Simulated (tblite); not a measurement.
# CH7NSeSi3: the cost of one run

Computed with tblite 0.8.0 and PySCF 2.14.0, with density-fitted response routines of our own, on a single molecule in the gas phase. Atoms are numbered from 0 throughout.

## (1) The starting structure

13 atoms, charge 0, multiplicity 1; geometry from: force field or distance geometry start.

Bonds of the start (Å): N0–C1 1.16, C1–Si2 1.79, Si2–Si3 2.24, Si2–Se4 2.24, Se4–Si5 2.23, Si2–H6 1.48, Si3–H7 1.48, Si3–H8 1.47, Si3–H9 1.47, Si5–H10 1.49, Si5–H11 1.49, Si5–H12 1.48.

## (2) Relaxing the molecule with GFN2-xTB

What the job is given:

```
{"job": {"kind": "relax", "xc": "GFN2-xTB", "basis": "xTB"}, "charge": 0, "multiplicity": 1}
N     -0.024200     2.322000     1.893400
C     -0.282900     1.742500     0.921800
Si    -0.637700     0.839900    -0.580500
Si    -2.496600    -0.385600    -0.293700
Se     0.987800    -0.565500    -1.226600
Si     2.674600    -0.846700     0.205700
H     -0.929000     1.764700    -1.703100
H     -2.160600    -1.508600     0.606900
H     -2.842200    -0.974800    -1.590400
H     -3.599800     0.426700     0.246700
H      3.839000    -0.028900    -0.234900
H      3.116700    -2.262700     0.129200
H      2.350500    -0.522500     1.607800
```

Launch:

```bash
$ OMP_NUM_THREADS=1 python probes_run.py task.json out
```

This one command runs all jobs of the session in turn.

Q: Estimate the wall time of this first job on 1 thread of Arm Neoverse N1, shared host.

About 1.6 s.
